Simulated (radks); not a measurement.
# Pt³³⁺ in [Ar] 3d10 4s2 4p4 4d9 5s2: an all-electron calculation

Aim: the levels, the sizes of the orbitals and the parts of the energy of the platinum ion Pt33+.

Program: radks (a radial shooting solver on a logarithmic mesh, Libxc functionals) version 1. Level of theory: non-relativistic Kohn-Sham, r2SCAN, spin-polarised, spherical densities, point nucleus; open shells are filled with parallel spins first. These are calculated values, not measurements, unless marked.

### 1 Starting point

| Property | Result |
| --- | --- |
| element | platinum (Z = 78) |
| charge | +33 |
| electrons | 45 |
| configuration | [Ar] 3d10 4s2 4p4 4d9 5s2 |

The outer shells:

Pt³³⁺
```
[Ar] core
3d [↑↓][↑↓][↑↓][↑↓][↑↓]
4s [↑↓]
4p [↑↓][↑ ][↑ ]
4d [↑↓][↑↓][↑↓][↑↓][↑ ]
5s [↑↓]
```

### 2 The run

Settings of this run:

```text
Z 78
configuration [Ar] 3d10 4s2 4p4 4d9 5s2 5p0 6s0 4f0 5d0
relativity non-relativistic
functional r2scan,r2scan
spin polarised
nucleus point
```

Started as:

```console
$ python run_ks.py task.json out
```

All runs below come from this command, one after another.

What does the calculation give?

**Answer**, as computed:

| quantity | value |
| --- | --- |
| total energy | -16705.6510 hartree |
| exchange-correlation share of it | 1.67 % |
| −T/E | 0.9998 |
| highest occupied level | 5s down, -943.95 eV |
| most extended occupied level | 5s down, <r> = 0.739 bohr |
| radius at density 0.001 e/bohr³ | 1.48 bohr |
| maxima of the radial density | 4 |

The radial density shows 4 maxima for 5 occupied principal shells; where shells overlap, one shows as a shoulder or not at all. −T/E = 0.9998, near the virial value of 1. This is not the tabulated ground configuration, so its levels and sizes aren't those of the ground state, and no measured value stands beside it.
